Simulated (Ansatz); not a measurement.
# C2H10GeSi: up Jacob's ladder to CCSD(T)

One table from this session's results is given with a row withheld; the runs are named, their logs left out.

Program: Ansatz 0.2.0, Gaussian basis. Level of theory: functionals in def2-TZVPP, the program's frozen cores in correlated methods. These are calculated values, not measurements.

The runs, in order: PBE-D4, r2SCAN-D4, PBE0-D4, B3LYP-D4, ωB97X-V, ωB97M-V, B2PLYP; CCSD(T)/def2-TZVPP; MP2/def2-QZVPP; extrapolation to the limit.

## The geometry

All runs share one geometry, relaxed beforehand with PBE0-D4 in a triple-zeta def2 set.

SMILES `C[SiH2][CH2][GeH3]`, 14 atoms, charge 0, spin multiplicity 1.

Atoms are counted from 1 here; the program's logs count them from 0.

Bond lengths: C1–Si2 1.871 Å, C1–H5 1.093 Å, C1–H6 1.092 Å, C1–H7 1.093 Å, Si2–C3 1.872 Å, Si2–H8 1.491 Å, Si2–H9 1.492 Å, C3–Ge4 1.957 Å, C3–H10 1.094 Å, C3–H11 1.094 Å, Ge4–H12 1.539 Å, Ge4–H13 1.539 Å, Ge4–H14 1.540 Å. Angles: Si2–C1–H5 111.3°, Si2–C1–H6 110.7°, Si2–C1–H7 110.9°, H5–C1–H6 107.9°, H5–C1–H7 107.9°, H6–C1–H7 107.9°, C1–Si2–C3 111.7°, C1–Si2–H8 109.7°, C1–Si2–H9 109.4°, C3–Si2–H8 108.8°, C3–Si2–H9 109.6°, H8–Si2–H9 107.5°, Si2–C3–Ge4 114.6°, Si2–C3–H10 109.2°, Si2–C3–H11 109.8°, Ge4–C3–H10 107.8°, Ge4–C3–H11 108.0°, H10–C3–H11 107.1° and more.

Set-up of the first run:

Input file in.yaml:

```yaml
crystal:
  periodic: [false, false, false]
  atoms:
    - {symbol: C, position_ang: [-1.456219, 1.236389, -0.556315]}
    - {symbol: Si, position_ang: [-0.072134, 1.101683, 0.694854]}
    - {symbol: C, position_ang: [1.242604, -0.111542, 0.145065]}
    - {symbol: Ge, position_ang: [0.597588, -1.936547, -0.146436]}
    - {symbol: H, position_ang: [-1.967072, 0.279526, -0.687705]}
    - {symbol: H, position_ang: [-2.196880, 1.972033, -0.234382]}
    - {symbol: H, position_ang: [-1.071814, 1.549541, -1.530422]}
    - {symbol: H, position_ang: [-0.622596, 0.652969, 2.005698]}
    - {symbol: H, position_ang: [0.541056, 2.445603, 0.901751]}
    - {symbol: H, position_ang: [2.033088, -0.153320, 0.900268]}
    - {symbol: H, position_ang: [1.704061, 0.237187, -0.783830]}
    - {symbol: H, position_ang: [-0.147383, -2.440954, 1.102546]}
    - {symbol: H, position_ang: [1.773630, -2.885680, -0.439781]}
    - {symbol: H, position_ang: [-0.371029, -1.975989, -1.342412]}
basis:
  gaussian: {orbitals: def2-TZVPP}
hamiltonian: {xc: pbe, dispersion: d4}
output: {forces: true, orbitals: {seedname: orbitals}}
```

Run with:

```bash
> ansatz run in.yaml --threads 2 --pin off --events-out ev --progress --plain --max-ram 22528MiB --backend cuda --devices 0, --max-vram 18GiB
```

Steps of the session up to this table: PBE-D4 (GGA); r2SCAN-D4 (meta-GGA); PBE0-D4 (hybrid); B3LYP-D4 (hybrid); ωB97X-V (range-separated); ωB97M-V (range-separated); B2PLYP (double hybrid); CCSD(T) in def2-TZVPP; MP2 in def2-QZVPP.

One of the session's tables, all rows but one given; the rest of the session is left out.

It belongs to the step «Atomisation energies». 

| method | atomisation energy (kJ/mol) |
| --- | --- |
| PBE-D4 | 4651.3 |
| r2SCAN-D4 | 4663.6 |
| PBE0-D4 | 4636.6 |
| B3LYP-D4 | 4651.8 |
| ωB97X-V | 4682.5 |
| ωB97M-V | 4658.2 |
| B2PLYP | 4601.6 |
| HF/def2-TZVPP | 3554.2 |
| MP2/def2-TZVPP | 4564.1 |
| CCSD/def2-TZVPP | 4538.2 |
| CCSD(T)/def2-TZVPP | ? |
| MP2/CBS | 4654.6 |
| CCSD(T)/CBS | 4672.1 |

Q: Estimate the row for CCSD(T)/def2-TZVPP from the others.

As computed: atomisation energy (kJ/mol): 4581.6. In the column «atomisation energy (kJ/mol)» it lies between MP2/def2-TZVPP (4564.1) and B2PLYP (4601.6).

To keep in mind: Free atoms (2 C, 1 Si, 1 Ge, 10 H) were run apart at each level; the atomisation energy is their sum less the molecule, without zero-point or spin-orbit terms.
